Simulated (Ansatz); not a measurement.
# C₃H₁₀BN: small, medium and large basis sets

The task here is to estimate one member of a computed series from the others.

Program: Ansatz 0.2.0, Gaussian basis. Level of theory: one geometry, several basis sets. These are calculated values, not measurements.

Plan: PBE0-D4/def2-SVP; ωB97M-V/def2-SVP; PBE0-D4/def2-QZVPP; ωB97M-V/def2-QZVPP; the functionals' def2-TZVPP values are taken from earlier runs.

## The geometry

An earlier PBE0-D4 in a triple-zeta def2 set relaxation fixed the geometry.

SMILES `BN(C)CC`, 15 atoms, charge 0, spin multiplicity 1.

Atoms are counted from 1 here; the program's logs count them from 0.

Bond lengths: B1–N2 1.386 Å, B1–H6 1.194 Å, B1–H7 1.198 Å, N2–C3 1.447 Å, N2–C4 1.455 Å, C3–H8 1.096 Å, C3–H9 1.088 Å, C3–H10 1.096 Å, C4–C5 1.510 Å, C4–H11 1.099 Å, C4–H12 1.099 Å, C5–H13 1.092 Å, C5–H14 1.091 Å, C5–H15 1.091 Å. Angles: N2–B1–H6 120.9°, N2–B1–H7 118.0°, H6–B1–H7 121.1°, B1–N2–C3 122.0°, B1–N2–C4 126.5°, C3–N2–C4 111.5°, N2–C3–H8 110.8°, N2–C3–H9 109.9°, N2–C3–H10 110.8°, H8–C3–H9 108.8°, H8–C3–H10 107.5°, H9–C3–H10 108.8°, N2–C4–C5 115.7°, N2–C4–H11 108.0°, N2–C4–H12 108.0°, C5–C4–H11 109.5°, C5–C4–H12 109.4°, H11–C4–H12 105.7° and more.

Coordinates:

```xyz
15
C3H10BN
B     0.0428   -0.2165    1.6347
N     0.3248   -0.4018    0.2907
C     1.2587   -1.4090   -0.1653
C    -0.2411    0.3430   -0.8232
C    -1.2241    1.4274   -0.4531
H    -0.7310    0.6200    1.9899
H     0.5999   -0.9204    2.4282
H     2.0862   -0.9513   -0.7199
H     1.6642   -1.9508    0.6868
H     0.7661   -2.1225   -0.8362
H    -0.7246   -0.3737   -1.5011
H     0.5883    0.7808   -1.3954
H    -1.5756    1.9144   -1.3653
H    -0.7664    2.1855    0.1843
H    -2.0900    1.0242    0.0742
```

The first run:

Contents of in.yaml:

```yaml
crystal:
  periodic: [false, false, false]
  atoms:
    - {symbol: B, position_ang: [0.042819, -0.216513, 1.634720]}
    - {symbol: N, position_ang: [0.324847, -0.401819, 0.290684]}
    - {symbol: C, position_ang: [1.258705, -1.409044, -0.165291]}
    - {symbol: C, position_ang: [-0.241112, 0.342989, -0.823162]}
    - {symbol: C, position_ang: [-1.224090, 1.427390, -0.453113]}
    - {symbol: H, position_ang: [-0.730996, 0.619999, 1.989927]}
    - {symbol: H, position_ang: [0.599854, -0.920353, 2.428166]}
    - {symbol: H, position_ang: [2.086154, -0.951255, -0.719853]}
    - {symbol: H, position_ang: [1.664220, -1.950809, 0.686808]}
    - {symbol: H, position_ang: [0.766108, -2.122532, -0.836173]}
    - {symbol: H, position_ang: [-0.724615, -0.373738, -1.501138]}
    - {symbol: H, position_ang: [0.588299, 0.780823, -1.395365]}
    - {symbol: H, position_ang: [-1.575637, 1.914444, -1.365326]}
    - {symbol: H, position_ang: [-0.766427, 2.185544, 0.184337]}
    - {symbol: H, position_ang: [-2.090027, 1.024172, 0.074180]}
basis:
  gaussian: {orbitals: def2-SVP}
hamiltonian: {xc: pbe0, dispersion: d4}
output: {orbitals: {seedname: orbitals}}
```

Launch:

```
$ ansatz run in.yaml --threads 4 --pin off --events-out ev --progress --plain --max-ram 10444MiB
```

Among the steps run: PBE0-D4 in def2-SVP; ωB97M-V in def2-SVP; PBE0-D4 in def2-QZVPP; ωB97M-V in def2-QZVPP.

One table of the session follows, with a row left open; its other results are not shown here.

It belongs to the step «Functionals by basis». 

| functional | basis | HOMO (eV) | LUMO (eV) |
| --- | --- | --- | --- |
| PBE0-D4 | def2-SVP | ? | ? |
| PBE0-D4 | def2-TZVPP | -7.39 | 0.21 |
| PBE0-D4 | def2-QZVPP | -7.40 | 0.09 |
| ωB97M-V | def2-SVP | -9.66 | 2.49 |
| ωB97M-V | def2-TZVPP | -9.71 | 1.93 |
| ωB97M-V | def2-QZVPP | -9.71 | 1.54 |

Q: Estimate the row for PBE0-D4, def2-SVP from the others.

As computed: HOMO (eV): -7.36; LUMO (eV): 0.51. In the column «HOMO (eV)» it is the highest.
